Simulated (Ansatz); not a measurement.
Runs of Ansatz 0.2.0 on Nb2Si. The cell holds a sheet with vacuum, 3 atoms: a = 3.480 Å, b = 3.480 Å, c = 29.160 Å, α = 90.00°, β = 90.00°, γ = 120.00°. The cell was built by a generator and needn't be a form met in nature.

```csv
task,level,cutoff (eV),basis error allowed,gap on the mesh (eV),largest force (eV/Å),work function (eV)
single point,PBE,239,0.002 eV/atom,none,0.01,3.85
projected density of states,PBE,239,0.002 eV/atom,-,0.01,3.85
single point,PBEsol,239,0.002 eV/atom,none,0.35,3.93
single point,LDA,239,0.002 eV/atom,none,(a),4.14
single point,PBE,261,0.001 eV/atom,none,0.01,3.85
```

Alike in all rows: potentials or basis all-electron LAPW, scalar-relativistic; no spin polarisation; cell as given; k mesh 9 × 9 × 1; smearing fermi-dirac 0.05 eV.

Problem. Fill in the values left out.

Solution. (a) 0.60.

Caveats: the density of states is complete only up to the lowest level of the last band computed (some runs).

A k mesh can miss the band edges, and the runs leave out spin-orbit coupling on Nb.

A gap of «none» marks a metal or a gap under the smearing width.
